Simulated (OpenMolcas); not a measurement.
**Ir³⁺ among point charges: CASSCF and CASPT2 levels and susceptibility**

How does a field of 4 point charges split the states of Ir³⁺, and what χT follows?

The numbers are computed with OpenMolcas 26.06 (state-averaged CASSCF and CASPT2, spin-orbit coupling by RASSI with atomic mean-field integrals), except any that are marked as measured or tabulated.

### Step 1. The atom as given

- Species: Ir³⁺ (iridium, Z = 77, 74 electrons)
- Basis: ANO-RCC-VDZP [7s6p4d2f], 59 functions
- Scalar Hamiltonian: DKH2, point nucleus
- Inactive shells: 1s 2s 2p 3s 3p 3d 4s 4p 4d 4f 5s 5p
- Active space: 6 electrons in 5 orbitals (5d)
- Some configurations of this space: 5d⁶
- Orbitals: optimised for each spin and parity, averaged over all roots

Outer shells as boxes (Hund's rule):

5d6
```
5d [↑↓][↑ ][↑ ][↑ ][↑ ]
```

The ion sits among 4 point charges of -1.25 e arranged as a tetrahedron (Td), 2.05 Å from the ion.

The work runs as a chain of OpenMolcas steps in one folder; each step below is one input file. Labels, J, g values, rates, χT and fits are worked out afterwards by a script from the matrices that RASSI stores.

### Step 2. One- and two-electron integrals

Contents of a.inp:

```
&GATEWAY
Coord
1

Ir 0.0 0.0 0.0
Basis=ANO-RCC-VDZP
Group=NoSym
NoMove
AngMom=0.0 0.0 0.0
AMFI
XField
4 Angstrom 0
1.183568 1.183568 1.183568 -1.250000
1.183568 -1.183568 -1.183568 -1.250000
-1.183568 1.183568 -1.183568 -1.250000
-1.183568 -1.183568 1.183568 -1.250000
&SEWARD
```

### Step 3. Reference wave functions, quintets, 5 roots

Contents of a.inp:

```
&RASSCF
FileOrb=start.orb
Symmetry=1
Spin=5
nActEl=6 0 0
Inactive=34
Ras2=5
CIRoot=5 5 1
SDav=5
CIMx=300
Iter=120 100
PrWF=0.3
OrbListing=Nothing
MaxOrb=0
>>> COPY $Project.JobIph JOB001
```

start.orb holds the contracted functions of the basis, ordered by shell, or the orbitals of the step before.

### Step 4. CASSCF: triplets, 45 roots

Contents of a.inp:

```
&RASSCF
FileOrb=start.orb
Symmetry=1
Spin=3
nActEl=6 0 0
Inactive=34
Ras2=5
CIRoot=45 45 1
SDav=45
CIMx=300
Iter=120 100
PrWF=0.3
OrbListing=Nothing
MaxOrb=0
>>> COPY $Project.JobIph JOB002
```

### Step 5. CASSCF: singlets, 50 roots

Contents of a.inp:

```
&RASSCF
FileOrb=start.orb
Symmetry=1
Spin=1
nActEl=6 0 0
Inactive=34
Ras2=5
CIRoot=50 50 1
SDav=50
CIMx=300
Iter=120 100
PrWF=0.3
OrbListing=Nothing
MaxOrb=0
>>> COPY $Project.JobIph JOB003
```

### Step 6. RASSI: spin-orbit coupling between the states

Contents of a.inp:

```
&RASSI
NrOfJobIphs=3 5 45 50
1 2 3 4 5
1 2 3 4 5 6 7 8 9 10 11 12 13 14 15 16 17 18 19 20 21 22 23 24 25 26 27
28 29 30 31 32 33 34 35 36 37 38 39 40 41 42 43 44 45
1 2 3 4 5 6 7 8 9 10 11 12 13 14 15 16 17 18 19 20 21 22 23 24 25 26 27
28 29 30 31 32 33 34 35 36 37 38 39 40 41 42 43 44 45 46 47 48 49 50
IphNames
JOB001
JOB002
JOB003
EJob
SpinOrbit
DIPRint=1.0
SOCoupling=1000.0
Subsets=2
Property=9
'ANGMOM' 1 'ANGMOM' 2 'ANGMOM' 3 'MLTPL  1' 1 'MLTPL  1' 2 'MLTPL  1' 3
'AMFI' 1 'AMFI' 2 'AMFI' 3
SOProperty=3
'ANGMOM' 1 'ANGMOM' 2 'ANGMOM' 3
```

### Step 7. CASPT2: IPEA 0.25, imaginary shift 0.1 (closed shells correlated: 4f 5s 5p)

Contents of a.inp:

```
>>> COPY JOB001 $Project.JobIph
&CASPT2
Multistate=5 1 2 3 4 5
NoMult
Frozen=23
IPEA=0.25
Imaginary=0.1
MaxIter=60
WThr=0.0 0.3 0.05
PrWF=0.5
NoMix
>>> COPY JOB002 $Project.JobIph
&CASPT2
Multistate=45 1 2 3 4 5 6 7 8 9 10 11 12 13 14 15 16 17 18 19 20 21 22
23 24 25 26 27 28 29 30 31 32 33 34 35 36 37 38 39 40 41 42 43 44 45
NoMult
Frozen=23
IPEA=0.25
Imaginary=0.1
MaxIter=60
WThr=0.0 0.3 0.05
PrWF=0.5
NoMix
>>> COPY JOB003 $Project.JobIph
&CASPT2
Multistate=50 1 2 3 4 5 6 7 8 9 10 11 12 13 14 15 16 17 18 19 20 21 22
23 24 25 26 27 28 29 30 31 32 33 34 35 36 37 38 39 40 41 42 43 44 45 46
47 48 49 50
NoMult
Frozen=23
IPEA=0.25
Imaginary=0.1
MaxIter=60
WThr=0.0 0.3 0.05
PrWF=0.5
NoMix
```

(Steps that only read results are left out.)

What does the calculation give? Wanted: spin-free ground state; first state of the same spin within the active space; lowest level; next level.

As calculated:

| quantity | value |
| --- | --- |
| method | SS-CASPT2, IPEA 0.25, imaginary shift 0.1 (closed shells correlated: 4f 5s 5p) |
| spin-free ground state | 5E, 2-fold in its orbital part |
| first state of the same spin within the active space | 5T2 at 2690 cm⁻¹ |
| lowest level | 1-fold A1 |
| next level | 168.4 cm⁻¹ |
| χT at 300 K | 4.87 cm³ K/mol |
| effective moment at 300 K | 6.24 μB |

Cost by method:

```csv
method,time of its own steps,time with the reference
A. CASSCF,39 s,39 s
"B. SS-CASPT2, IPEA 0.25, imaginary shift 0.1, +4f 5s 5p",38 s,77 s
```

Times are of one thread on a shared host.

What this shows: The spin-free ground state (5E) comes to 100 % from free-ion D terms and keeps the highest spin of the shell. χT at 300 K is 4.87, against 3.01 cm³ K/mol for the spin alone, so orbital moment adds to it. An active space of the d shell alone favours high spin; real ions in strong fields can be low spin. CASPT2 does not keep the components of a term degenerate, and the means are used. An orbital doublet at a regular site is open to a Jahn-Teller distortion, which this geometry leaves out. The field of point charges can differ much from that of real complexes. Point charges carry no covalency, so the field is a model and not that of real ligands.
